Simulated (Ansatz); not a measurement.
# SiO2: further runs on the relaxed cell

The task here is to estimate one member of a computed series from the others.

Program: Ansatz 0.2.0. Level of theory: DFT r2SCAN, scalar-relativistic, plane waves, PAW. These are calculated values, not measurements.

1 further run of the same task is left out (set aside as unsound or not needed). Runs told in other sessions of the task aren't counted.

**The structure to begin with**

It takes space group P4_12_12 (No. 92, tetragonal). The conventional cell has a = 4.985 Å, b = 4.985 Å, c = 6.925 Å, α = 90.00°, β = 90.00°, γ = 90.00°. Si (site symmetry 2) has 4 O at 1.61 Å in its first shell of neighbours. O (site symmetry 1) is surrounded by 2 Si at 1.61 Å.

Coordinates:

```xyz
12
Lattice="4.9851 0.0000 0.0000 0.0000 4.9851 0.0000 0.0000 0.0000 6.9250" Properties=species:S:1:pos:R:3 pbc="T T T"
Si    1.5047    1.5047    0.0000
Si    0.9879    3.9973    1.7312
Si    3.4804    3.4804    3.4625
Si    3.9973    0.9879    5.1937
O     1.1885    0.5386    1.2522
O     1.9540    3.6811    2.9835
O     3.7966    4.4466    4.7147
O     3.0311    1.3040    6.4460
O     3.6811    1.9540    3.9415
O     4.4466    3.7966    2.2103
O     1.3040    3.0311    0.4790
O     0.5386    1.1885    5.6728
```

This cell was relaxed beforehand with the same method: volume 14.34 Å³/atom, gap on the mesh 6.34 eV.

Set-up of the first run:

Input file input.yaml:

```yaml
crystal:
  lattice:
    - [4.9347826254, 0.0, 0.0]
    - [0.0, 4.9347826254, 0.0]
    - [0.0, 0.0, 6.855044088]
  atoms:
    - { symbol: Si, position: [0.3018365755, 0.3018365755, 0.0] }
    - { symbol: Si, position: [0.1981634245, 0.8018365755, 0.25] }
    - { symbol: Si, position: [0.6981634245, 0.6981634245, 0.5] }
    - { symbol: Si, position: [0.8018365755, 0.1981634245, 0.75] }
    - { symbol: O, position: [0.2384146761, 0.1080316279, 0.1808281769] }
    - { symbol: O, position: [0.3919683721, 0.7384146761, 0.4308281769] }
    - { symbol: O, position: [0.7615853239, 0.8919683721, 0.6808281769] }
    - { symbol: O, position: [0.6080316279, 0.2615853239, 0.9308281769] }
    - { symbol: O, position: [0.7384146761, 0.3919683721, 0.5691718231] }
    - { symbol: O, position: [0.8919683721, 0.7615853239, 0.3191718231] }
    - { symbol: O, position: [0.2615853239, 0.6080316279, 0.0691718231] }
    - { symbol: O, position: [0.1080316279, 0.2384146761, 0.8191718231] }
basis:
  ecutwfc: 500
kpoints:
  mp_grid: { grid: [6, 6, 4] }
hamiltonian:
  xc: r2scan
scf:
  occupations: { method: gaussian, width: 0.02 }
output:
  forces: true
  stress: true
  eigenvalues: true
relax:
  adjacent_minimum: "off"
  f_tol: 0.01
  max_steps: 30
  cell: { stress_tol: 0.1, fix: [volume] }
```

Command:

```sh
$ ansatz run input.yaml --threads 4 --pin off --max-ram 10240MiB --backend cpu --events-out ev --progress --plain --runs-dir out
```

Steps of the session up to this table: The cell scaled to 0.97 of its volume; Point at V/V0 = 1.03; Volume × 0.94; Volume × 1.06; Point at V/V0 = 0.91; The cell scaled to 1.10 of its volume; The cell scaled to 0.88 of its volume.

One table of the session follows, with a row left open; its other results are not shown here.

It belongs to the step «Fit of the equation of state». 

```
volume (Å³/atom)  energy above the lowest point (meV/atom)  pressure (GPa)  gap on the mesh (eV)
          12.620                                      11.6            2.49                  6.60
          13.051                                         ?               ?                     ?
          13.481                                       2.5            0.98                  6.47
          13.911                                       0.5            0.46                  6.40
          14.341                                       0.0           -0.02                  6.34
          14.772                                       0.6           -0.44                  6.28
          15.202                                       2.2           -0.79                  6.22
          15.776                                       5.8           -1.20                  6.16
```

Estimate the missing values for volume (Å³/atom) = 13.051.

Worked estimate for «energy above the lowest point (meV/atom)». A straight line through the neighbours (12.620, 11.6) and (13.481, 2.5) gives 11.6 + (2.5 − 11.6) × (13.051 − 12.620) / (13.481 − 12.620) = 7.0; a parabola fitted to 3 rows on both sides gives 6.2.

The run gave: energy above the lowest point (meV/atom): 6.0; pressure (GPa): 1.66; gap on the mesh (eV): 6.53. In «energy above the lowest point (meV/atom)» the line misses by +1.0 and the parabola by +0.2.
